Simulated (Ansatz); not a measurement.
# WSe2: the cost of one run

Code: Ansatz 0.2.0. PAW datasets, plane waves. (Simulation; spin polarisation is off.)

**1. The cell**

The cell was relaxed beforehand with r2SCAN+rVV10.

The symmetry is P6_3/mmc (No. 194, hexagonal); conventional cell a = 3.300 Å, c = 13.149 Å, 20.66 Å³ an atom. Around W lie 6 Se at 2.53 Å; around Se lie 3 W at 2.53 Å.

Structure file:

```
W Se
1.0
     3.29967    0.00000    0.00000
    -1.64983    2.85760    0.00000
     0.00000    0.00000   13.14870
W Se
2 4
Direct
  0.33333 0.66667 0.25000
  0.66667 0.33333 0.75000
  0.66667 0.33333 0.37666
  0.66667 0.33333 0.12334
  0.33333 0.66667 0.87666
  0.33333 0.66667 0.62334
```

**2. PBE band path**

The input, input.yaml:

```yaml
crystal:
  lattice:
    - [3.2996674501, 0.0, 0.0]
    - [-1.6498337251, 2.8575958358, 0.0]
    - [0.0, 0.0, 13.1487008971]
  atoms:
    - { symbol: W, position: [0.3333333333, 0.6666666667, 0.25] }
    - { symbol: W, position: [0.6666666667, 0.3333333333, 0.75] }
    - { symbol: Se, position: [0.6666666667, 0.3333333333, 0.3766602602] }
    - { symbol: Se, position: [0.6666666667, 0.3333333333, 0.1233397398] }
    - { symbol: Se, position: [0.3333333333, 0.6666666667, 0.8766602602] }
    - { symbol: Se, position: [0.3333333333, 0.6666666667, 0.6233397398] }
kpoints:
  mp_grid: { grid: [12, 12, 2] }
  band_path:
    path:
      - [[0.0, 0.0, 0.0], [0.5, -2.699380826392e-17, 0.0], [0.3333333333333, 0.3333333333333, 0.0], [0.0, 0.0, 0.0], [0.0, 0.0, 0.5], [0.5, -2.699380826392e-17, 0.5], [0.3333333333333, 0.3333333333333, 0.5], [0.0, 0.0, 0.5]]
      - [[0.5, -2.699380826392e-17, 0.5], [0.5, -2.699380826392e-17, 0.0]]
      - [[0.3333333333333, 0.3333333333333, 0.5], [0.3333333333333, 0.3333333333333, 0.0]]
    npoints: 10
hamiltonian:
  xc: pbe
scf:
  occupations: { method: fermi_dirac, width: 0.02 }
  n_extra_bands: 5
output:
  forces: true
  stress: true
  eigenvalues: true
```

The run is started by

```sh
ansatz run input.yaml --threads 4 --pin off --max-ram 7372MiB --backend cpu --events-out ev --progress --plain --runs-dir out
```

What time and memory should one allow on 4 threads of Arm Neoverse V2, shared host?

About 5.2 s, with a peak of 0.6 GiB.
